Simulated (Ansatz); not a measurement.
**C₃H₆CuN: small, medium and large basis sets**

Aim: see how fast density functionals converge with the basis set for C₃H₆CuN.

Program: Ansatz 0.2.0, Gaussian basis. Level of theory: one geometry, several basis sets. These are calculated values, not measurements.

Plan: PBE0-D4/def2-SVP; ωB97M-V/def2-SVP; PBE0-D4/def2-QZVPP; ωB97M-V/def2-QZVPP; the functionals' def2-TZVPP values are taken from earlier runs.

**1. Structure used throughout**

All runs share one geometry, relaxed beforehand with PBE0-D4 in a triple-zeta def2 set.

SMILES `CC#[N+][Cu-][CH3]`, 11 atoms, charge 0, spin multiplicity 1.

Atoms are counted from 1 here; the program's logs count them from 0.

Bond lengths: C1–C2 1.444 Å, C1–H6 1.091 Å, C1–H7 1.091 Å, C1–H8 1.091 Å, C2–N3 1.147 Å, N3–Cu4 1.867 Å, Cu4–C5 1.910 Å, C5–H9 1.096 Å, C5–H10 1.096 Å, C5–H11 1.096 Å. Angles: C2–C1–H6 109.9°, C2–C1–H7 109.9°, C2–C1–H8 109.9°, H6–C1–H7 109.1°, H6–C1–H8 109.1°, H7–C1–H8 109.1°, C1–C2–N3 180.0°, C2–N3–Cu4 180.0°, N3–Cu4–C5 180.0°, Cu4–C5–H9 111.5°, Cu4–C5–H10 111.5°, Cu4–C5–H11 111.5°, H9–C5–H10 107.4°, H9–C5–H11 107.4°, H10–C5–H11 107.4°.

**2. PBE0-D4 in def2-SVP**

in.yaml reads:

```yaml
crystal:
  periodic: [false, false, false]
  atoms:
    - {symbol: C, position_ang: [-1.879565, -2.417430, 0.455379]}
    - {symbol: C, position_ang: [-1.002976, -1.290050, 0.243284]}
    - {symbol: N, position_ang: [-0.306767, -0.394640, 0.074739]}
    - {symbol: Cu, position_ang: [0.826845, 1.063405, -0.200072]}
    - {symbol: C, position_ang: [1.986216, 2.554619, -0.481310]}
    - {symbol: H, position_ang: [-1.367351, -3.179822, 1.044663]}
    - {symbol: H, position_ang: [-2.171912, -2.845665, -0.504834]}
    - {symbol: H, position_ang: [-2.774998, -2.095640, 0.989710]}
    - {symbol: H, position_ang: [2.348332, 2.966686, 0.467196]}
    - {symbol: H, position_ang: [2.865090, 2.274379, -1.072610]}
    - {symbol: H, position_ang: [1.477095, 3.364148, -1.016145]}
basis:
  gaussian: {orbitals: def2-SVP}
hamiltonian: {xc: pbe0, dispersion: d4}
output: {orbitals: {seedname: orbitals}}
```

On the command line:

```sh
ansatz run in.yaml --threads 2 --pin off --events-out ev --progress --plain --max-ram 32768MiB --backend cpu
```

The runs that follow: ωB97M-V in def2-SVP; PBE0-D4 in def2-QZVPP; ωB97M-V in def2-QZVPP.

Before running them: what should the planned runs give, taken together? Wanted: PBE0-D4: double and triple zeta above quadruple; ωB97M-V: double and triple zeta above quadruple.

The runs gave:

| quantity | value |
| --- | --- |
| PBE0-D4: double and triple zeta above quadruple | 13.32, 1.40 eV |
| ωB97M-V: double and triple zeta above quadruple | 13.52, 1.35 eV |

PBE0-D4 gains 11.93 eV from double to triple zeta, then 1.40 eV more. Total energies overstate the basis error of differences, where much of it tends to cancel. The LUMO of ωB97M-V is positive and keeps falling with the basis (1.69 to 0.45 eV): an unbound level that the basis holds in place.
